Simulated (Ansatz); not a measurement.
# GeH6N2O: vertical spin-state energies, by script

Which spin state of GeH6N2O lies lowest at this geometry? Wanted for GeH6N2O: vertical spin-state energies.

Program: Ansatz 0.2.0 through its Python package. Level of theory: MP2/def2-SVPD. These are calculated values, not measurements.

## Step 1: The system

Bond lengths: N1–Ge2 1.798 Å, Ge2–N3 1.848 Å, Ge2–O4 1.856 Å, N1–H5 1.085 Å, N1–H6 1.091 Å, Ge2–H7 1.546 Å, N3–H8 1.101 Å, N3–H9 1.020 Å, O4–H10 0.974 Å. Angles: N1–Ge2–N3 108.5°, N1–Ge2–O4 111.3°, N1–Ge2–H7 110.2°, N3–Ge2–O4 109.4°, N3–Ge2–H7 109.4°, O4–Ge2–H7 108.0°, Ge2–N1–H5 109.3°, Ge2–N1–H6 109.6°, H5–N1–H6 102.7°, Ge2–N3–H8 105.5°, Ge2–N3–H9 110.9°, H8–N3–H9 107.8°, Ge2–O4–H10 100.1°.

No structure file is read: the coordinates are typed or built in the script.

## Step 2: The script

File geh6n2o_spin.py:

```python
"""Gap between spin states of GeH6N2O at one geometry."""

import ansatz as az


def main() -> None:
    molecule = (
        az.Crystal.molecule()
        .atom("N", [-1.4368, 0.5467, -0.444])
        .atom("Ge", [0.164, -0.2249, -0.1714])
        .atom("N", [0.292, -0.694, 1.6117])
        .atom("O", [1.5516, 0.9279, -0.6065])
        .atom("H", [-1.508, 0.8701, -1.4777])
        .atom("H", [-1.4883, 1.4869, 0.1062])
        .atom("H", [0.3028, -1.4911, -1.0467])
        .atom("H", [1.2738, -1.1802, 1.7184])
        .atom("H", [-0.4227, -1.3777, 1.8604])
        .atom("H", [1.3546, 1.0851, -1.5474])
    )

    job = (
        molecule.calculation()
        .basis(gaussian="def2-SVPD")  # atom-centred Gaussian functions
        .correlation("mp2")
    )
    found = {}
    for unpaired in [0, 2]:
        report = job.spin("collinear", total=unpaired).run(threads=1).report
        s = unpaired / 2
        found[unpaired] = report["free_energy_ev"]
        print(f"2S+1 = {unpaired + 1}: E = {found[unpaired]:.5f} eV, <S^2> = {abs(report['mean_field']['state']['spin_squared']):.3f} (pure state {s * (s + 1):.2f})")
    lowest = min(found, key=found.get)
    for unpaired, e in found.items():
        print(f"multiplicity {unpaired + 1}: {96.485332 * (e - found[lowest]):.1f} kJ/mol above the lowest")


if __name__ == "__main__":
    main()
```

## Step 3: The calls as engine input

The engine receives this input (first run):

```yaml
crystal:
  periodic: [false, false, false]
  atoms:
    - { symbol: "N", position_ang: [-1.4368, 0.5467, -0.444] }
    - { symbol: Ge, position_ang: [0.164, -0.2249, -0.1714] }
    - { symbol: "N", position_ang: [0.292, -0.694, 1.6117] }
    - { symbol: O, position_ang: [1.5516, 0.9279, -0.6065] }
    - { symbol: H, position_ang: [-1.508, 0.8701, -1.4777] }
    - { symbol: H, position_ang: [-1.4883, 1.4869, 0.1062] }
    - { symbol: H, position_ang: [0.3028, -1.4911, -1.0467] }
    - { symbol: H, position_ang: [1.2738, -1.1802, 1.7184] }
    - { symbol: H, position_ang: [-0.4227, -1.3777, 1.8604] }
    - { symbol: H, position_ang: [1.3546, 1.0851, -1.5474] }
basis:
  gaussian:
    orbitals: def2-SVPD
magnetization:
  spin_polarized: true
  initial_magnetization: 0.0
correlation:
  method: mp2
```

## Step 4: Launch

Run with:

```console
python geh6n2o_spin.py
```

**Question.** Which spin state is lowest at this geometry, and how far above lie the others?

As calculated:

| quantity | value |
| --- | --- |
| runs compared | 2 |
| lowest | run 1 (2S+1 = 1) |
| next above it by | 6.493 eV |

In order: multiplicity 1 (+0.00 eV) and multiplicity 3 (+6.49 eV), all at the one geometry. The geometry is a force-field or estimated start, not a minimum of this method, and the basis set is short of its limit. All parts are taken at fixed geometry, without zero-point energy.
